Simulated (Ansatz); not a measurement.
# C2H3BO: up Jacob's ladder to CCSD(T)

The task here is to estimate one member of a computed series from the others.

The runs use Ansatz 0.2.0, Gaussian basis; functionals in def2-TZVPP, the program's frozen cores in correlated methods.

The runs, in order: LDA (SPW92), PBE-D4, revPBE-D4, BLYP-D4, r2SCAN-D4, B97M-V, PBE0-D4, B3LYP-D4, r2SCANh-D4, r2SCAN0-D4, HSE06-D4, BHLYP-D4, CAM-B3LYP-D4, LC-ωPBE, ωB97X-V, ωB97M-V, B2PLYP, PBE-QIDH; CCSD(T)/def2-SVP; CCSD(T)/def2-TZVPP; MP2/def2-QZVPP; extrapolation to the limit; RPA on PBE.

**The relaxed structure**

All runs share one geometry, relaxed beforehand with PBE0-D4 in a triple-zeta def2 set.

SMILES `B1C=CO1`, 7 atoms, charge 0, spin multiplicity 1.

Atoms are counted from 1 here; the program's logs count them from 0.

Bond lengths: B1–C2 1.531 Å, B1–O4 1.432 Å, B1–H5 1.190 Å, C2–C3 1.346 Å, C2–H6 1.076 Å, C3–O4 1.395 Å, C3–H7 1.088 Å. Angles: C2–B1–O4 94.6°, C2–B1–H5 138.4°, O4–B1–H5 124.3°, B1–C2–C3 76.2°, B1–C2–H6 143.7°, C3–C2–H6 129.8°, C2–C3–O4 105.3°, C2–C3–H7 136.1°, O4–C3–H7 117.7°, B1–O4–C3 78.2°.

Geometry (Å):

```xyz
7
charge 0, multiplicity 1
B    -0.80251    0.32921   -0.47061
C     0.00909    0.31004    0.82736
C     0.56059   -0.67242    0.09058
O    -0.38858   -0.97699   -0.88495
H    -1.31592    1.12860   -1.18694
H     0.45140    0.93536    1.58379
H     1.54723   -1.12170   -0.00491
```

The first run:

in.yaml

```yaml
crystal:
  periodic: [false, false, false]
  atoms:
    - {symbol: B, position_ang: [-0.802513, 0.329214, -0.470610]}
    - {symbol: C, position_ang: [0.009087, 0.310041, 0.827356]}
    - {symbol: C, position_ang: [0.560594, -0.672418, 0.090575]}
    - {symbol: O, position_ang: [-0.388578, -0.976995, -0.884954]}
    - {symbol: H, position_ang: [-1.315916, 1.128602, -1.186943]}
    - {symbol: H, position_ang: [0.451401, 0.935355, 1.583789]}
    - {symbol: H, position_ang: [1.547225, -1.121698, -0.004912]}
basis:
  gaussian: {orbitals: def2-TZVPP}
hamiltonian: {xc: lda}
output: {orbitals: {seedname: orbitals}}
```

The run is started by

```sh
ansatz run in.yaml --threads 2 --pin off --events-out ev --progress --plain --max-ram 4352MiB
```

Steps of the session up to this table: LDA; PBE-D4 (GGA); revPBE-D4 (GGA); BLYP-D4 (GGA); r2SCAN-D4 (meta-GGA); B97M-V (meta-GGA); PBE0-D4 (hybrid); B3LYP-D4 (hybrid); r2SCANh-D4 (hybrid); r2SCAN0-D4 (hybrid); HSE06-D4 (hybrid); BHLYP-D4 (hybrid); CAM-B3LYP-D4 (range-separated); LC-ωPBE (range-separated); ωB97X-V (range-separated); ωB97M-V (range-separated); B2PLYP (double hybrid); PBE-QIDH (double hybrid).

One of the session's tables, all rows but one given; the rest of the session is left out.

It belongs to the step «Orbital energies across the functionals». 

| functional | HOMO (eV) | gap (eV) |
| --- | --- | --- |
| LDA (SPW92) | -6.09 | 3.61 |
| PBE-D4 | ? | ? |
| revPBE-D4 | -5.84 | 3.74 |
| BLYP-D4 | -5.76 | 3.70 |
| r2SCAN-D4 | -6.12 | 4.24 |
| B97M-V | -6.17 | 4.33 |
| PBE0-D4 | -7.15 | 6.03 |
| B3LYP-D4 | -6.92 | 5.54 |
| r2SCANh-D4 | -6.59 | 5.10 |
| r2SCAN0-D4 | -7.31 | 6.38 |
| HSE06-D4 | -6.75 | 5.24 |
| BHLYP-D4 | -8.26 | 8.25 |
| CAM-B3LYP-D4 | -8.50 | 8.50 |
| LC-ωPBE | -9.86 | 11.07 |
| ωB97X-V | -9.49 | 10.63 |
| ωB97M-V | -9.42 | 10.36 |

Q: Estimate the row for PBE-D4 from the others.

The run gave: HOMO (eV): -5.90; gap (eV): 3.71. In the column «HOMO (eV)» it lies between LDA (SPW92) (-6.09) and revPBE-D4 (-5.84).
